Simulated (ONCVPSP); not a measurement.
# An ONCV potential for Pm, from input to tests

Task: generate the file, and judge it by its errors in other configurations, its logarithmic derivatives, its ghosts and its cutoff.

The numbers are computed with ONCVPSP 4.0.1.1 (patched build) (PBE, scalar-relativistic, spin-unpolarised reference atom).

## (1) Settings

Typed settings, in words:

- element: promethium (Pm, Z = 61)
- type: optimised norm-conserving Vanderbilt (ONCV)
- frozen core: [Kr] 4d10
- valence charge: 15
- reference configuration: 4f5 5s2 5p6 6s1.5 (charge +0.5)
- partial waves: 5s+6s: rc 2.60 bohr, ncon 4, nbas 7, qcut 5.2 1/bohr, 2 projectors; 5p: rc 2.20 bohr, ncon 4, nbas 8, qcut 7.4 1/bohr, 2 projectors, debl 1.2 Ha; d scattering state at 0.19 Ha: rc 2.10 bohr, ncon 3, nbas 7, qcut 4.9 1/bohr, 1 projector; 4f: rc 1.25 bohr, ncon 4, nbas 9, qcut 15.6 1/bohr, 2 projectors, debl 1.7 Ha
- local potential: polynomial inside 1.05 bohr (lpopt 5, dvloc0 4 Ha)
- core correction: Teter function, fcfact 4.75, rcfact 1.25

The nodes and maxima of the atom's own shells, from an earlier all-electron run, set the scale for the radii.

All-electron outer shells of the reference configuration (PBE, scalar-relativistic, ld1.x):

| shell | level (eV) | outermost node (bohr) | outermost maximum (bohr) |
| --- | --- | --- | --- |
| 5s | -44.76 | 0.70 | 1.29 |
| 5p | -25.56 | 0.75 | 1.46 |
| 6s | -5.85 | 1.73 | 3.63 |
| 4f | -5.01 | – | 0.64 |
| 5d | -4.41 | 0.86 | 2.17 |
| 6p | -3.17 | 2.08 | 4.66 |

## (2) The generation run

Pm.dat reads:

```
# ATOM AND REFERENCE CONFIGURATION
# atsym  z   nc   nv     iexc    psfile
  Pm 61.00    9    4        4      upf
#
#   n    l    f
    1    0    2.00
    2    0    2.00
    2    1    6.00
    3    0    2.00
    3    1    6.00
    3    2   10.00
    4    0    2.00
    4    1    6.00
    4    2   10.00
    4    3    5.00
    5    0    2.00
    5    1    6.00
    6    0    1.50
#
# PSEUDOPOTENTIAL AND OPTIMIZATION
# lmax
    3
#
#   l,   rc,      ep,       ncon, nbas, qcut
    0    2.60    0.00    4    7    5.20
    1    2.20    0.00    4    8    7.40
    2    2.10    0.19    3    7    4.90
    3    1.25    0.00    4    9   15.60
#
# LOCAL POTENTIAL
# lloc, lpopt,  rc(5),   dvloc0
    4    5    1.05    4.00
#
# VANDERBILT-KLEINMAN-BYLANDER PROJECTORs
# l, nproj, debl
    0    2    0.60
    1    2    1.20
    2    1    3.80
    3    2    1.70
#
# MODEL CORE CHARGE
# icmod, fcfact, rcfact
    3    4.75    1.25
#
# LOG DERIVATIVE ANALYSIS
# epsh1, epsh2, depsh
   -3.00    5.00    0.02
#
# OUTPUT GRID
# rlmax, drl
    6.00    0.01
#
# TEST CONFIGURATIONS
# ncnf
    4
# nvcnf
#   n    l    f
    4
    4    3    5.00
    5    0    2.00
    5    1    6.00
    6    0    2.00
#
    4
    4    3    5.00
    5    0    2.00
    5    1    6.00
    6    0    1.00
#
    4
    4    3    5.00
    5    0    2.00
    5    1    6.00
    6    0    0.00
#
    5
    4    3    5.00
    5    0    2.00
    5    1    6.00
    6    0    0.00
    6    1    1.00
#
```

Command:

```
$ oncvpsp.x < Pm.dat > Pm.out
```

What does the calculation give? Wanted: cutoffs for 1 and 0.1 mHa per electron, occupied waves; bound ghosts; GHOST(+) flags; largest phase difference near zero energy, channels read; rms error of d²Exc/dn², without and with the model core; projector energies reset by the program.

As calculated:

| quantity | value |
| --- | --- |
| cutoffs for 1 and 0.1 mHa per electron, occupied waves | 92 Ha and 103 Ha |
| bound ghosts | s at -84.69 eV |
| GHOST(+) flags | p at 104 eV |
| largest phase difference near zero energy, channels read | 0.008 rad |
| rms error of d²Exc/dn², without and with the model core | 8.79 and 4.27 mHa |
| projector energies reset by the program | d: 0.050 Ha |

A bound ghost (s) makes it unfit for use: electrons can fall into a state that the atom doesn't have. The potential is very hard: the looser tolerance needs 92 Ha. At the looser tolerance the 4f wave is the slowest; 5p needs 14 Ha. Near zero energy the phases of the channels with partial waves agree within 0.008 rad. The program also flags highly localised states, GHOST(+) (p).
